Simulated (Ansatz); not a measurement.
# HfB+ (triplet): from Hartree-Fock to the top rungs, def2-QZVPP

An exercise on one series of results from a longer session: the logs are not shown, and one member is left open.

Method: def2-QZVPP, core rule «outside noble gas», up to 5 orbitals frozen; program: Ansatz 0.2.0, Gaussian basis.

Plan: UHF; ROHF; CCSD(T) on UHF.

2 further runs of the same task are left out: 2 set aside as unsound or not needed.

## The geometry

The geometry is a PBE0/def2-TZVP stationary point (not a proven minimum) of the parent state, kept for this charge and spin. No spin-orbit coupling is included. Elements past krypton take def2 core potentials.

2 atoms, charge 1, spin multiplicity 3.

Atoms are counted from 1 here; the program's logs count them from 0.

Bond lengths: Hf1–B2 2.166 Å.

Set-up of the first run:

Input file in.yaml:

```yaml
crystal:
  periodic: [false, false, false]
  atoms:
    - {symbol: Hf, position_ang: [0.000000, 0.000000, 0.000000]}
    - {symbol: B, position_ang: [0.000000, 0.000000, 2.166000]}
basis:
  gaussian: {orbitals: "def2-QZVPP.json"}
total_charge: 1
magnetization: {spin_polarized: true, initial_magnetization: 2}
hamiltonian: {xc: hf}
output: {orbitals: {seedname: orbitals}}
```

Run with:

```sh
ansatz run in.yaml --threads 1 --pin off --events-out ev --progress --plain --max-ram 4096MiB --backend cpu
```

Steps of the session up to this table: UHF; ROHF; CCSD(T) on UHF.

One table of the session follows, with a row left open; its other results are not shown here.

It belongs to the step «Misses and costs». 

| method | from UCCSD(T) (kcal/mol) |
| --- | --- |
| ROHF | +105.67 |
| UHF | +89.15 |
| UMP2 | +20.15 |
| UCCSD | ? |
| UCCSD(T) | 0 |

**Question.** Estimate the row for UCCSD.

As computed: from UCCSD(T) (kcal/mol): +6.05. In the column «from UCCSD(T) (kcal/mol)» it lies between UCCSD(T) (0) and UMP2 (+20.15).

The program flags UCCSD(T) as in doubt (see the logs), so the zero of the table is itself unsure.

Limits of these values: The determinant is far from a pure spin state, so its energy mixes those of several spin states (harmless only where they are near-degenerate, as at dissociation). The program flags UCCSD(T) as in doubt, so the zero of the table is itself unsure.
